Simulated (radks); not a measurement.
# Ni⁹⁺ in [Ne] 3s2 3p5.75 3d1 4s0.25: an all-electron calculation

The task here is to estimate one member of a computed series from the others.

The numbers are computed with radks (a radial shooting solver on a logarithmic mesh, Libxc functionals) version 1 (non-relativistic Kohn-Sham, PBEsol, spin-polarised, spherical densities, point nucleus; open shells are filled with parallel spins first), except any that are marked as measured or tabulated.

**What is computed**

```
element       : nickel (Z = 28)
charge        : +9
electrons     : 19
configuration : [Ne] 3s2 3p5.75 3d1 4s0.25
```

Set-up of the first run:

Settings of this run:

```text
Z 28
configuration [Ne] 3s2 3p5.75 3d1 4s0.25
relativity non-relativistic
functional pbe_sol,pbe_sol
spin polarised
nucleus point
```

Run with:

```
> python run_ks.py task.json out
```

All runs below come from this command, one after another.

One table of the session follows, with a row left open; its other results are not shown here.

It belongs to the step «Orbitals and density». Radial moments (bohr):

```
  level      <r>  outermost maximum (interpolated)  90 % within  nodes
  1s up  0.05488                            0.0362       0.0977      0
1s down  0.05488                            0.0362       0.0977      0
  2s up   0.2480                             0.208        0.383      1
2s down   0.2478                             0.208        0.383      1
  2p up   0.2164                             0.166        0.353      0
2p down   0.2162                             0.166        0.353      0
  3s up   0.6850                             0.620         1.01      2
3s down   0.6861                             0.620         1.01      2
  3p up   0.6868                             0.611         1.03      1
3p down   0.6882                             0.612         1.03      1
  3d up   0.6636                             0.535         1.04      0
3d down        ?                                 ?            ?      ?
  4s up    1.490                              1.43         2.11      3
4s down    1.489                              1.43         2.11      3
```

Estimate the missing values for 3d down.

**Answer.** <r>: 0.6657; outermost maximum (interpolated): 0.537; 90 % within: 1.05; nodes: 0. In the column «<r>» it lies between 3d up (0.6636) and 3s up (0.6850).
